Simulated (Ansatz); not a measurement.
**H₄OPSb: an energy map over two coordinates**

Aim: map the energy of H₄OPSb, SMILES O[PH][SbH2] over two coordinates, and find its wells, ridges and stiffness.

Method: RKS BHLYP-D4/def2-TZVP; program: Ansatz 0.2.0.

## 1. Where the work starts

SMILES `O[PH][SbH2]`, 7 atoms, charge 0, spin multiplicity 1.

Atoms are counted from 1 here; the program's logs count them from 0.

Bond lengths: O1–P2 1.680 Å, O1–H4 0.977 Å, P2–Sb3 2.600 Å, P2–H5 1.459 Å, Sb3–H6 1.733 Å, Sb3–H7 1.743 Å. Angles: P2–O1–H4 112.7°, O1–P2–Sb3 103.9°, O1–P2–H5 101.5°, Sb3–P2–H5 89.6°, P2–Sb3–H6 89.1°, P2–Sb3–H7 90.6°, H6–Sb3–H7 90.4°.

As a file:

```xyz
7
H4OPSb
O    -1.5576   -0.3144   -0.5734
P    -0.3288    0.6641   -1.1694
Sb    1.4391    0.6746    0.7368
H    -1.2186   -1.1113   -0.1209
H     0.4824   -0.3024   -1.9024
H     0.2297    1.2827    1.8189
H     1.0151   -0.9614    1.1645
```

This geometry comes from a loose relaxation at PBE in a small basis, which is not shown.

## 3. Plan of the scan

First coordinate, umbrella angle at Sb3 (between each of its bonds and their common axis; 90 is planar): 9 values from 44.5 to 135.5 °. Second coordinate, change of the bonds Sb3–P2, Sb3–H6, Sb3–H7, all alike: 9 values from −0.218 to 0.337 Å.

Nothing else is relaxed (all other coordinates rigid). Energies count from the relaxed molecule at the same level. Points are written as (first, second).

(The set-up runs are not shown.)

## 4. The run at (90.0°, 0.198 Å)

input.yaml reads:

```yaml
crystal:
  periodic: [false, false, false]
  atoms:
    - { symbol: O, position_ang: [-0.537257, 0.504882, -2.223878] }
    - { symbol: P, position_ang: [0.865762, 1.270757, -1.888693] }
    - { symbol: Sb, position_ang: [1.395372, 0.657815, 0.729031] }
    - { symbol: H, position_ang: [-0.62363, -0.380694, -1.884056] }
    - { symbol: H, position_ang: [1.811889, 0.317659, -2.338072] }
    - { symbol: H, position_ang: [1.060398, 1.955529, 2.068354] }
    - { symbol: H, position_ang: [2.091248, -1.042236, 1.224075] }
basis:
  gaussian: { orbitals: def2-TZVP }
hamiltonian:
  xc: { name: BHLYP }
  dispersion: d4
output:
  forces: true
```

On the command line:

```bash
$ ansatz run input.yaml --threads 1 --pin off --max-ram 2560MiB --backend cpu --events-out ev --progress --plain --runs-dir out
```

The session goes on with these runs: the other points that were computed.

Before running it: what results should come out? Wanted: lowest point; highest computed point; dipole moment.

As calculated:

```
               quantity                                                                            value
           lowest point                                                    (124.1°, −0.010 Å), 0.0033 eV
 highest computed point                                       (90.0°, 0.337 Å), 3.66 eV above the lowest
      dipole moment (D)  1.43 at (112.8°, 0.267 Å) to 2.54 at (44.5°, 0.337 Å); 1.82 at the lowest point
time for the whole task                                                  10 min on 1 thread, shared host
```

**Reading.** The lowest computed point is at (124.1°, −0.010 Å), 0.0033 eV from the relaxed molecule at the same level. The grid is coarse, so the lowest point of the scanned range may lie between grid points; coordinates that were held can hide deeper minima. There is a further well near (55.9°, −0.010 Å) (0.08 eV above the lowest at that grid point). The highest computed point, (90.0°, 0.337 Å), lies 3.66 eV above the lowest. On the interpolated surface the easiest way out of the lowest well to the well at (55.9°, −0.010 Å) passes a barrier of about 1.6 eV. Round the minimum the two coordinates are nearly uncoupled. Between some neighbouring points the energy changes steeply, from close contacts of the rigid frames or a change of state; the map doesn't tell which.
